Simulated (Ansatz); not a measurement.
# C₄H₁₀Br₂F₂In₂: up Jacob's ladder to CCSD(T)

An exercise on one series of results from a longer session: the logs are not shown, and one member is left open.

The runs use Ansatz 0.2.0, Gaussian basis; functionals in def2-TZVPP, the program's frozen cores in correlated methods.

The runs, in order: LDA (SPW92), PBE-D4, revPBE-D4, BLYP-D4, r2SCAN-D4, B97M-V, PBE0-D4, B3LYP-D4, r2SCANh-D4, r2SCAN0-D4, HSE06-D4, BHLYP-D4, CAM-B3LYP-D4, LC-ωPBE, ωB97X-V, ωB97M-V, B2PLYP, PBE-QIDH; CCSD(T)/def2-SVP; CCSD(T)/def2-TZVPP; MP2/def2-QZVPP; extrapolation to the limit; RPA on PBE.

1 further run of the same task is left out (for a known fault of the program).

### Structure used throughout

An earlier PBE0-D4 in a triple-zeta def2 set relaxation fixed the geometry. In takes the def2 core potential; no spin-orbit term is included.

SMILES `C[CH2][In@-]1([F])[Br+][In@@-]([F])([CH2]C)[Br+]1`, 20 atoms, charge 0, spin multiplicity 1.

Atoms are counted from 1 here; the program's logs count them from 0.

Bond lengths: C1–C2 1.519 Å, C1–H11 1.095 Å, C1–H12 1.092 Å, C1–H13 1.092 Å, C2–In3 2.142 Å, C2–H14 1.092 Å, C2–H15 1.092 Å, In3–F4 1.945 Å, In3–Br5 2.698 Å, In3–Br10 2.697 Å, Br5–In6 2.671 Å, In6–F7 1.955 Å, In6–C8 2.138 Å, In6–Br10 2.673 Å, C8–C9 1.520 Å, C8–H16 1.092 Å, C8–H17 1.092 Å, C9–H18 1.094 Å and more. Angles: C2–C1–H11 110.0°, C2–C1–H12 111.9°, C2–C1–H13 112.2°, H11–C1–H12 107.3°, H11–C1–H13 107.8°, H12–C1–H13 107.4°, C1–C2–In3 112.9°, C1–C2–H14 111.9°, C1–C2–H15 112.5°, In3–C2–H14 104.9°, In3–C2–H15 106.4°, H14–C2–H15 107.7°, C2–In3–F4 134.0°, C2–In3–Br5 112.0°, C2–In3–Br10 111.1°, F4–In3–Br5 100.2°, F4–In3–Br10 100.8°, Br5–In3–Br10 89.6° and more.

As a file:

```xyz
20
C4H10Br2F2In2
C     0.4945   -2.3255   -2.5498
C     0.2252   -1.0239   -3.2856
In    0.5465    0.7066   -2.0657
F     1.2533    2.4868   -2.4067
Br   -1.6353    1.3309   -0.6059
In   -0.5665   -0.2101    1.2953
F    -1.0288   -1.9523    0.5388
C    -0.6913    0.6619    3.2436
C    -0.1855    2.0950    3.2557
Br    1.8575    0.0674    0.2033
H     0.2945   -3.1759   -3.2094
H     1.5346   -2.4023   -2.2258
H    -0.1332   -2.4355   -1.6634
H    -0.8140   -0.9480   -3.6121
H     0.8603   -0.9028   -4.1654
H    -1.7378    0.5932    3.5472
H    -0.1126    0.0169    3.9078
H    -0.2575    2.5179    4.2624
H    -0.7640    2.7379    2.5888
H     0.8600    2.1617    2.9470
```

Set-up of the first run:

Contents of in.yaml:

```yaml
crystal:
  periodic: [false, false, false]
  atoms:
    - {symbol: C, position_ang: [0.494508, -2.325498, -2.549812]}
    - {symbol: C, position_ang: [0.225249, -1.023941, -3.285571]}
    - {symbol: In, position_ang: [0.546491, 0.706649, -2.065731]}
    - {symbol: F, position_ang: [1.253312, 2.486797, -2.406702]}
    - {symbol: Br, position_ang: [-1.635321, 1.330935, -0.605892]}
    - {symbol: In, position_ang: [-0.566485, -0.210062, 1.295299]}
    - {symbol: F, position_ang: [-1.028781, -1.952256, 0.538799]}
    - {symbol: C, position_ang: [-0.691323, 0.661913, 3.243560]}
    - {symbol: C, position_ang: [-0.185511, 2.095013, 3.255698]}
    - {symbol: Br, position_ang: [1.857517, 0.067407, 0.203314]}
    - {symbol: H, position_ang: [0.294521, -3.175945, -3.209404]}
    - {symbol: H, position_ang: [1.534648, -2.402340, -2.225818]}
    - {symbol: H, position_ang: [-0.133249, -2.435478, -1.663383]}
    - {symbol: H, position_ang: [-0.813977, -0.948027, -3.612091]}
    - {symbol: H, position_ang: [0.860295, -0.902796, -4.165447]}
    - {symbol: H, position_ang: [-1.737780, 0.593186, 3.547247]}
    - {symbol: H, position_ang: [-0.112614, 0.016939, 3.907799]}
    - {symbol: H, position_ang: [-0.257519, 2.517889, 4.262354]}
    - {symbol: H, position_ang: [-0.764009, 2.737935, 2.588758]}
    - {symbol: H, position_ang: [0.860029, 2.161668, 2.947030]}
basis:
  gaussian: {orbitals: def2-TZVPP}
hamiltonian: {xc: lda}
output: {orbitals: {seedname: orbitals}}
```

Run with:

```sh
> ansatz run in.yaml --threads 11 --pin off --events-out ev --progress --plain --max-ram 166912MiB --backend cuda --devices 0, --max-vram 75GiB
```

Among the steps run: LDA; PBE-D4 (GGA); revPBE-D4 (GGA); BLYP-D4 (GGA); r2SCAN-D4 (meta-GGA); B97M-V (meta-GGA); PBE0-D4 (hybrid); B3LYP-D4 (hybrid); r2SCANh-D4 (hybrid); r2SCAN0-D4 (hybrid); HSE06-D4 (hybrid); BHLYP-D4 (hybrid); CAM-B3LYP-D4 (range-separated); LC-ωPBE (range-separated); ωB97X-V (range-separated); ωB97M-V (range-separated); B2PLYP (double hybrid); PBE-QIDH (double hybrid).

One of the session's tables, all rows but one given; the rest of the session is left out.

It belongs to the step «Orbital energies across the functionals». 

```
  functional  HOMO (eV)  LUMO (eV)  gap (eV)
 LDA (SPW92)      -7.05      -2.70      4.35
      PBE-D4      -6.85      -2.37      4.47
   revPBE-D4      -6.77      -2.24      4.53
     BLYP-D4      -6.72      -2.32      4.40
   r2SCAN-D4      -7.10      -2.12      4.98
      B97M-V      -7.11      -2.20      4.92
     PBE0-D4      -7.99      -1.52      6.47
    B3LYP-D4      -7.80      -1.82      5.98
  r2SCANh-D4      -7.53      -1.82      5.71
  r2SCAN0-D4      -8.17      -1.37      6.80
    HSE06-D4      -7.60      -1.88      5.72
    BHLYP-D4      -9.02      -0.67      8.34
CAM-B3LYP-D4      -9.26      -0.62      8.64
     LC-ωPBE     -10.53       0.61     11.14
     ωB97X-V          ?          ?         ?
     ωB97M-V     -10.08       0.22     10.30
```

Q: Estimate the row for ωB97X-V from the others.

As computed: HOMO (eV): -10.20; LUMO (eV): 0.45; gap (eV): 10.64. In the column «HOMO (eV)» it lies between LC-ωPBE (-10.53) and ωB97M-V (-10.08).
